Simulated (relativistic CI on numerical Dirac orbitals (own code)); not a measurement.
**Ba XXXII (Ba³¹⁺): levels and lines**

The task is the spectrum of Ba³¹⁺: levels, purity of their labels, lifetimes and lines; runs with one setting changed show what the result hangs on.

Method: Dirac-Coulomb-Breit CI, KLI orbitals optimised for each configuration, model QED (radiative potential, 1s self-energy scaled to tabulated hydrogen-like ionisation energies). Code: relativistic CI on numerical Dirac orbitals (own code) version 2.

**1. Starting point**

```
ion                       : Ba³¹⁺ (Ba XXXII)
nuclear charge            : 56
electrons                 : 25
isotope                   : A = 138
first configuration typed : [Ar] 3d7
```

Outer shells as boxes (Hund's rule):

first configuration typed
```
[Ar] core
3d [↑↓][↑↓][↑ ][↑ ][↑ ]
```

**2. Base run**

The run's settings:

```ini
atom Ba  Z=56  charge=31  electrons=25
nucleus A=138  rms_radius_fm=4.8378
hamiltonian dirac-coulomb  breit=on  qed=on  c_scale=1
orbitals kli  potential=per-configuration
slater_scale 1
correlation none
mixing on
configurations
  [Ar] 3d7
  [Ne] 3s2 3p5 3d8
  [Ne] 3s2 3p4 3d9
  [Ne] 3s 3p6 3d8
  [Ne] 3p6 3d9
  [Ne] 3s 3p5 3d9
  [Ar] 3d6 4s
  [Ar] 3d6 4p
  [Ar] 3d6 4d
  [Ne] 3s2 3p4 3d8 4s
  [Ne] 3s2 3p4 3d8 4p
  [Ne] 3s2 3p5 3d7 4s
  [Ar] 3d6 4f
  [Ne] 3s2 3p4 3d8 4d
  [Ne] 3s2 3p5 3d7 4p
  [Ne] 3s 3p5 3d8 4s
  [Ar] 3d5 4s2
  [Ne] 3s 3p5 3d8 4p
  [Ne] 3s2 3p5 3d7 4d
  [Ar] 3d5 4s 4p
  [Ne] 3s 3p6 3d7 4s
  [Ne] 3s 3p5 3d8 4d
  [Ar] 3d6 5s
  [Ne] 3p6 3d8 4s
  [Ar] 3d5 4p2
  [Ar] 3d6 5p
  [Ar] 3d5 4s 4d
  [Ne] 3s 3p6 3d7 4p
  [Ne] 3p6 3d8 4p
  [Ar] 3d6 5d
  [Ne] 3s2 3p5 3d6 4s2
  [Ar] 3d6 5f
  [Ne] 3p6 3d8 4d
  [Ar] 3d6 5g
  [Ar] 3d6 6s
  [Ne] 3s 3p6 3d6 4s2
end
```

**3. Without QED terms**

The settings differ from step 2 so:

```diff
@@ -2,3 +2,3 @@
 nucleus A=138  rms_radius_fm=4.8378
-hamiltonian dirac-coulomb  breit=on  qed=on  c_scale=1
+hamiltonian dirac-coulomb  breit=on  qed=off  c_scale=1
 orbitals kli  potential=per-configuration
```

**4. The first configuration alone**

The run's settings:

```ini
atom Ba  Z=56  charge=31  electrons=25
nucleus A=138  rms_radius_fm=4.8378
hamiltonian dirac-coulomb  breit=on  qed=on  c_scale=1
orbitals kli  potential=per-configuration
slater_scale 1
correlation none
mixing on
configurations
  [Ar] 3d7
end
```

(Steps that only read results are left out.)

What does the calculation give? Wanted: lowest level; first excitation; lowest level of the other parity; fastest E1 line; ionisation energy.

**Answer**, as computed:

| run | time | mean size of shift, levels followed (cm⁻¹) | lowest level | ionisation energy (eV) |
| --- | --- | --- | --- | --- |
| main run | 8.9 s | 0 | 3d7 4F9/2 | 1957.3 |
| without QED terms | 8.1 s | 380 | 3d7 4F9/2 | 1957.3 |
| the first configuration alone | 0.045 s | 3992 | 3d7 4F9/2 | - |

The tabulated theoretical ionisation energy (NIST) is 1958 eV.

```
                                                                         quantity                                                       value
                                                                     lowest level                                                   3d7 4F9/2
                                                                 first excitation                             3d7 [3d5/2^3] J=3/2, 67885 cm⁻¹
                                                 lowest level of the other parity                                  3p5 3d8 4G°11/2, 244.78 eV
                                                              levels in the model                                                        9509
fastest E1 line (by rate) to the lowest level among the lowest 400 of 9509 levels  1.449 nm, from 3d6 4p [3d3/2^3 3d5/2^3 4p1/2] J=11/2° (ii)
                                                                ionisation energy                                                   1957.3 eV
                                  ionisation energy, tabulated theoretical (NIST)                                                     1958 eV
```

The lowest level is 3d7 4F9/2, 74 % pure in LS and 93 % in jj coupling; over the low levels the means are 61 and 92 %, so jj coupling describes them better. The ionisation energy agrees with the tabulated theoretical value within its uncertainty of 4 eV. The largest mover is «the first configuration alone» (3992 cm⁻¹ on average). Lifetimes count radiative decay inside the model alone.
